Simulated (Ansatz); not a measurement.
# ZnInO: the cost of one run

Program: Ansatz 0.2.0. Level of theory: DFT PBE, scalar-relativistic, plane waves, PAW. These are calculated values, not measurements.

1 further run of the same task is left out (it didn't finish).

**1. The system as given**

Symmetry: P4/nmm, No. 129, tetragonal system. The conventional cell has a = 3.870 Å, b = 3.870 Å, c = 7.339 Å, α = 90.00°, β = 90.00°, γ = 90.00°. Zn (site symmetry -4m2) is surrounded by 4 O at 2.62 Å and 4 Zn at 2.74 Å. In (site symmetry 4mm) has 5 O at 2.85 to 3.01 Å and 4 Zn at 3.20 Å in its first shell of neighbours. O (site symmetry 4mm) has 4 Zn at 2.62 Å and 5 In at 2.85 to 3.01 Å in its first shell of neighbours.

As a file:

```cif
data_structure
_symmetry_space_group_name_H-M 'P 1'
_symmetry_Int_Tables_number 1
_cell_length_a 3.8698
_cell_length_b 3.8698
_cell_length_c 7.3385
_cell_angle_alpha 90.000
_cell_angle_beta 90.000
_cell_angle_gamma 90.000
_cell_volume 109.90
loop_
_atom_site_label
_atom_site_type_symbol
_atom_site_fract_x
_atom_site_fract_y
_atom_site_fract_z
_atom_site_occupancy
Zn1 Zn 0.00000 0.00000 0.00000 1
Zn2 Zn 0.50000 0.50000 0.00000 1
In1 In 0.00000 0.50000 0.34808 1
In2 In 0.50000 0.00000 0.65192 1
O1 O 0.00000 0.50000 0.75864 1
O2 O 0.50000 0.00000 0.24136 1
```

The cell is invented: species swapped into a database cell of ErTiSi (P4/nmm, No. 129), with In on the Er sites, Zn on the Ti sites and O on the Si sites. The dimensions are guesses.

**2. The guess as it stands, on a coarse mesh**

Input file input.yaml:

```yaml
crystal:
  lattice:
    - [3.86982277, 0.0, 0.0]
    - [0.0, 3.86982277, 0.0]
    - [0.0, 0.0, 7.33851412]
  atoms:
    - { symbol: Zn, position: [0.0, 0.0, 0.0] }
    - { symbol: Zn, position: [0.5, 0.5, 0.0] }
    - { symbol: In, position: [0.0, 0.5, 0.34808406] }
    - { symbol: In, position: [0.5, 0.0, 0.65191594] }
    - { symbol: O, position: [0.0, 0.5, 0.75864291] }
    - { symbol: O, position: [0.5, 0.0, 0.24135709] }
basis:
  ecutwfc: 420
kpoints:
  mp_grid: { grid: [4, 4, 4] }
hamiltonian:
  xc: pbe
scf:
  occupations: { method: gaussian, width: 0.1 }
  lower_state_search: "off"
output:
  forces: true
  stress: true
  eigenvalues: true
```

Command:

```bash
ansatz run input.yaml --threads 1 --pin off --max-ram 2560MiB --backend cpu --events-out ev --progress --plain --runs-dir out
```

What time and memory should one allow on 1 thread of Intel Xeon at 2.50GHz (Skylake/Cascade Lake), shared host?

About 8.2 s, with a peak of 0.41 GiB.
